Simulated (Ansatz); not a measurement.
**C2H7FOSi2: up Jacob's ladder to CCSD(T)**

The task here is to estimate one member of a computed series from the others.

Program: Ansatz 0.2.0, Gaussian basis. Level of theory: functionals in def2-TZVPP, the program's frozen cores in correlated methods. These are calculated values, not measurements.

The runs, in order: PBE-D4, r2SCAN-D4, PBE0-D4, B3LYP-D4, ωB97X-V, ωB97M-V, B2PLYP; CCSD(T)/def2-TZVPP; MP2/def2-QZVPP; extrapolation to the limit.

**The relaxed structure**

An earlier PBE0-D4 in a triple-zeta def2 set relaxation fixed the geometry.

SMILES `C=C[SiH2]O[SiH2]F`, 13 atoms, charge 0, spin multiplicity 1.

Atoms are counted from 1 here; the program's logs count them from 0.

Bond lengths: C1–C2 1.330 Å, C1–H7 1.086 Å, C1–H8 1.086 Å, C2–Si3 1.851 Å, C2–H9 1.090 Å, Si3–O4 1.642 Å, Si3–H10 1.485 Å, Si3–H11 1.489 Å, O4–Si5 1.613 Å, Si5–F6 1.597 Å, Si5–H12 1.480 Å, Si5–H13 1.477 Å. Angles: C2–C1–H7 122.0°, C2–C1–H8 121.9°, H7–C1–H8 116.1°, C1–C2–Si3 124.0°, C1–C2–H9 118.3°, Si3–C2–H9 117.8°, C2–Si3–O4 110.2°, C2–Si3–H10 110.9°, C2–Si3–H11 110.4°, O4–Si3–H10 107.7°, O4–Si3–H11 109.1°, H10–Si3–H11 108.5°, Si3–O4–Si5 150.2°, O4–Si5–F6 109.1°, O4–Si5–H12 110.9°, O4–Si5–H13 109.1°, F6–Si5–H12 107.1°, F6–Si5–H13 107.3° and more.

Geometry (Å):

```
C     0.9292   -0.0758   -1.8499
C    -0.3998   -0.0846   -1.7947
Si   -1.3719    0.2013   -0.2461
O    -0.3602    0.5141    1.0092
Si    0.6258   -0.0046    2.1759
F     2.0762   -0.2607    1.5593
H     1.5407    0.1047   -0.9709
H     1.4668   -0.2517   -2.7774
H    -0.9536   -0.2743   -2.7143
H    -2.2769    1.3687   -0.3969
H    -2.1956   -0.9956    0.0772
H     0.1555   -1.2936    2.7308
H     0.7639    1.0521    3.1980
```

Set-up of the first run:

Contents of in.yaml:

```yaml
crystal:
  periodic: [false, false, false]
  atoms:
    - {symbol: C, position_ang: [0.929205, -0.075849, -1.849895]}
    - {symbol: C, position_ang: [-0.399829, -0.084572, -1.794741]}
    - {symbol: Si, position_ang: [-1.371871, 0.201339, -0.246144]}
    - {symbol: O, position_ang: [-0.360227, 0.514126, 1.009178]}
    - {symbol: Si, position_ang: [0.625834, -0.004590, 2.175893]}
    - {symbol: F, position_ang: [2.076214, -0.260736, 1.559254]}
    - {symbol: H, position_ang: [1.540684, 0.104735, -0.970870]}
    - {symbol: H, position_ang: [1.466788, -0.251731, -2.777384]}
    - {symbol: H, position_ang: [-0.953611, -0.274275, -2.714348]}
    - {symbol: H, position_ang: [-2.276941, 1.368665, -0.396922]}
    - {symbol: H, position_ang: [-2.195639, -0.995616, 0.077214]}
    - {symbol: H, position_ang: [0.155522, -1.293591, 2.730804]}
    - {symbol: H, position_ang: [0.763870, 1.052085, 3.197960]}
basis:
  gaussian: {orbitals: def2-TZVPP}
hamiltonian: {xc: pbe, dispersion: d4}
output: {forces: true, orbitals: {seedname: orbitals}}
```

Command:

```console
$ ansatz run in.yaml --threads 2 --pin off --events-out ev --progress --plain --max-ram 22528MiB --backend cuda --devices 0, --max-vram 18GiB
```

Steps of the session up to this table: PBE-D4 (GGA); r2SCAN-D4 (meta-GGA); PBE0-D4 (hybrid); B3LYP-D4 (hybrid); ωB97X-V (range-separated); ωB97M-V (range-separated); B2PLYP (double hybrid); CCSD(T) in def2-TZVPP; MP2 in def2-QZVPP.

One table of the session follows, with a row left open; its other results are not shown here.

```
            method  atomisation energy (kcal/mol)
            PBE-D4                         1217.7
         r2SCAN-D4                         1211.7
           PBE0-D4                              ?
          B3LYP-D4                         1209.1
           ωB97X-V                         1214.4
           ωB97M-V                         1213.6
            B2PLYP                         1199.1
     HF/def2-TZVPP                          914.6
    MP2/def2-TZVPP                         1203.4
   CCSD/def2-TZVPP                         1167.5
CCSD(T)/def2-TZVPP                         1182.8
           MP2/CBS                         1235.8
       CCSD(T)/CBS                         1215.2
```

Estimate the missing values for PBE0-D4.

As computed: atomisation energy (kcal/mol): 1201.3. In the column «atomisation energy (kcal/mol)» it lies between B2PLYP (1199.1) and MP2/def2-TZVPP (1203.4).
